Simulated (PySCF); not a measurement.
# C3H7FOSi: the cost of one run

The runs use PySCF 2.14.0, with density-fitted response routines of our own; the level of theory stands in each step. All values are computed, except where a source is named. Atoms are numbered from 0 throughout.

### Step 1. Starting geometry

13 atoms, charge 0, multiplicity 1; geometry from: GFN2-xTB.

Bonds of the start (Å): C0–C1 1.33, C1–O2 1.37, O2–C3 1.41, C1–Si4 1.89, Si4–F5 1.61, C0–H6 1.08, C0–H7 1.07, C3–H8 1.09, C3–H9 1.09, C3–H10 1.09, Si4–H11 1.46, Si4–H12 1.46.

### Step 2. Ultraviolet spectrum: wB97X-D/def2-SVPD

What the job is given:

```
{"job": {"kind": "uv", "xc": "wB97X-D", "basis": "def2-SVPD", "nstates": 8, "ntriplets": 3}, "charge": 0, "multiplicity": 1}
C     -0.499883    -0.092497    -1.331887
C     -0.300453     0.029178    -0.022305
O      0.912311    -0.028538     0.611446
C      2.060410    -0.235458    -0.176461
Si    -1.662212     0.311431     1.254253
F     -3.054893     0.368639     0.440697
H      0.282231    -0.252959    -2.054662
H     -1.499642    -0.030259    -1.719421
H      2.901712    -0.248486     0.514542
H      2.193910     0.573450    -0.901903
H      2.008572    -1.190530    -0.709107
H     -1.800355    -0.810629     2.170522
H     -1.546097     1.607146     1.906558
```

With the program's defaults for keys left out, this is: TDDFT wB97X-D/def2-SVPD, vertical, gas phase, core orbitals frozen in the response.

On the command line:

```sh
$ OMP_NUM_THREADS=1 python probes_run.py task.json out
```

One launch serves the whole session: the jobs run in the order shown.

Q: Estimate the wall time and peak memory of this first job on 1 thread of Arm Neoverse V1, shared host.

About 26 s, with a peak of 0.81 GiB.
